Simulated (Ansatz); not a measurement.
# FH3O2SSi: the cost of one run

Program: Ansatz 0.2.0, Gaussian basis. Level of theory: the settings change from run to run. These are calculated values, not measurements.

## (1) The molecule

The structure was relaxed beforehand with PBE0-D4 in a triple-zeta def2 set.

8 atoms, charge 0, spin multiplicity 1.

Atoms are counted from 1 here; the program's logs count them from 0.

Bond lengths: O1–Si2 1.625 Å, O1–H6 0.959 Å, Si2–O3 1.618 Å, Si2–F4 1.594 Å, Si2–S5 2.109 Å, O3–H7 0.959 Å, S5–H8 1.344 Å. Angles: Si2–O1–H6 118.2°, O1–Si2–O3 108.5°, O1–Si2–F4 109.5°, O1–Si2–S5 110.6°, O3–Si2–F4 109.5°, O3–Si2–S5 110.7°, F4–Si2–S5 108.1°, Si2–O3–H7 118.0°, Si2–S5–H8 93.2°.

## (2) r2SCAN50/aug-cc-pVTZ

This run has a grid of angular degree 11, D3(BJ) dispersion, high accuracy.

The input, in.yaml:

```yaml
crystal:
  periodic: [false, false, false]
  atoms:
    - {symbol: O, position_ang: [0.170461, 1.617513, 0.221427]}
    - {symbol: Si, position_ang: [0.036673, 0.029372, -0.095763]}
    - {symbol: O, position_ang: [1.523667, -0.586193, -0.266918]}
    - {symbol: F, position_ang: [-0.781830, -0.176642, -1.447417]}
    - {symbol: S, position_ang: [-1.003761, -0.950635, 1.454979]}
    - {symbol: H, position_ang: [-0.632742, 2.138324, 0.272006]}
    - {symbol: H, position_ang: [2.128762, -0.142802, -0.864803]}
    - {symbol: H, position_ang: [-1.348930, -1.986037, 0.670689]}
basis:
  gaussian: {orbitals: aug-cc-pVTZ, final_grid: {core_spheres: 5, valence_spheres: 4, degree: 11}}
hamiltonian: {xc: {name: r2SCAN50}, dispersion: d3bj}
accuracy: high
```

Launch:

```bash
> ansatz run in.yaml --threads 4 --pin off --events-out ev --progress --plain --max-ram 10444MiB
```

What time and memory should one allow on 4 threads of Arm Neoverse V2, shared host?

About 21 s, with a peak of 3 GiB.
